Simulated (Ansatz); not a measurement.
This script for the Ansatz DFT code, driven from Python starts 4 runs on Co, space group P6_3/mmc. What input does the engine get in each?

The script, `ecut.py`:
```python
import logging
import sys

import ansatz as az
import pandas as pd

logging.basicConfig(stream=sys.stdout, format="%(levelname)s %(message)s")
logger = logging.getLogger("run")
logger.setLevel(logging.INFO)


def main() -> None:
    lattice = az.Lattice.of(
        [2.5074, 0.0, 0.0],
        [-1.2537, 2.1714721, 0.0],
        [0.0, 0.0, 4.0699],
    )
    sites = [
        ("Co", [1 / 3, 2 / 3, 0.25]),
        ("Co", [2 / 3, 1 / 3, 0.75]),
    ]
    structure = az.Crystal(lattice=lattice)
    for symbol, position in sites:
        structure = structure.atom(symbol, position)
    structure = structure.moments(Co=2.5)

    base = (
        structure.calculation()
        .spin(az.SpinTreatment.COLLINEAR)
        .scf(tolerance=1e-09)
        .kpoints(15, 15, 8)
        .occupations("fermi_dirac")
        .functional(az.Functional.LDA)
        .stress()
    )

    rows = []
    for value in [250, 300, 350, 400]:
        data = base.basis(value).run().report
        rows.append((value, data["free_energy_ev"] / len(data["lattice"]["sites"]), data["n_iterations"], sum(data["stress_gpa"][i][i] for i in range(3)) / 3, data["magnetization_mub"], data["n_pw"]))

    table = pd.DataFrame(rows, columns=["cutoff (eV)", "F/atom (eV)", "iterations", "P (GPa)", "moment (muB)", "plane waves"])
    print(table.round(5).to_string(index=False))

    for row in rows[:-1]:
        shift = 1000 * (row[1] - rows[-1][1])
        logger.info(f"{row[0]}: {shift:+.2f} meV/atom" + ("  (within 2 meV)" if abs(shift) < 2 else ""))


if __name__ == "__main__":
    main()
```

Run 1:
```yaml
crystal:
  lattice:
    - [2.5074, 0.0, 0.0]
    - [-1.2537, 2.1714721, 0.0]
    - [0.0, 0.0, 4.0699]
  atoms:
    - { symbol: Co, position: [0.3333333333333333, 0.6666666666666666, 0.25] }
    - { symbol: Co, position: [0.6666666666666666, 0.3333333333333333, 0.75] }
basis:
  ecutwfc: 250.0
kpoints:
  mp_grid:
    grid: [15, 15, 8]
hamiltonian:
  xc: lda
magnetization:
  spin_polarized: true
  per_species:
    Co: 2.5
scf:
  convergence:
    dr2_threshold: 1.0e-09
  occupations:
    method: fermi_dirac
output:
  stress: true
```

Run 2, against run 1:
```diff
-  ecutwfc: 250.0
+  ecutwfc: 300.0
```

Run 3, against run 1:
```diff
-  ecutwfc: 250.0
+  ecutwfc: 350.0
```

Run 4, against run 1:
```diff
-  ecutwfc: 250.0
+  ecutwfc: 400.0
```

```console
$ python ecut.py
DeckWarning: basis.ecutwfc = 250 eV is below the records' recommended 420 eV, and the density's cutoff is lower with it unless basis.ecutrho_ratio is high enough to keep the records' density cutoff: compare with a run at a higher cutoff
DeckWarning: output.stress: scf.convergence.dr2_threshold = 1e-9 eV is looser than the 2e-10 eV advised for a printed stress (1e-10 eV for each atom of the cell: 2). What an SCF threshold leaves in a stress goes as its square root, and in the free energy as [...]
DeckWarning: basis.ecutwfc = 300 eV is below the records' recommended 420 eV, and the density's cutoff is lower with it unless basis.ecutrho_ratio is high enough to keep the records' density cutoff: compare with a run at a higher cutoff
DeckWarning: basis.ecutwfc = 350 eV is below the records' recommended 420 eV, and the density's cutoff is lower with it unless basis.ecutrho_ratio is high enough to keep the records' density cutoff: compare with a run at a higher cutoff
DeckWarning: basis.ecutwfc = 400 eV is below the records' recommended 420 eV, and the density's cutoff is lower with it unless basis.ecutrho_ratio is high enough to keep the records' density cutoff: compare with a run at a higher cutoff
 cutoff (eV)  F/atom (eV)  iterations   P (GPa)  moment (muB)  plane waves
         250  -5058.34318          11  -0.55078       3.21284          197
         300  -5062.10203          11 -16.98916       3.17408          263
         350  -5062.64504          11 -21.78740       3.19956          313
         400  -5062.70063          11 -21.33749       3.20192          391
INFO 250: +4357.45 meV/atom
INFO 300: +598.60 meV/atom
INFO 350: +55.59 meV/atom
```
(Warnings from the package without file and line, shortened.)

What to keep in mind:
- The magnetic order follows from the starting moments and needn't be the lowest.
- The overall sign of a collinear moment is arbitrary, and semilocal functionals can give small moments to compounds that are paramagnetic.
- Pressure is positive in compression.
- Shifts are counted from the last row, which is itself no proven limit.
- It ran for 35 s on 1 thread of Arm Neoverse V1, on a shared host, peak memory 0.51 GiB.
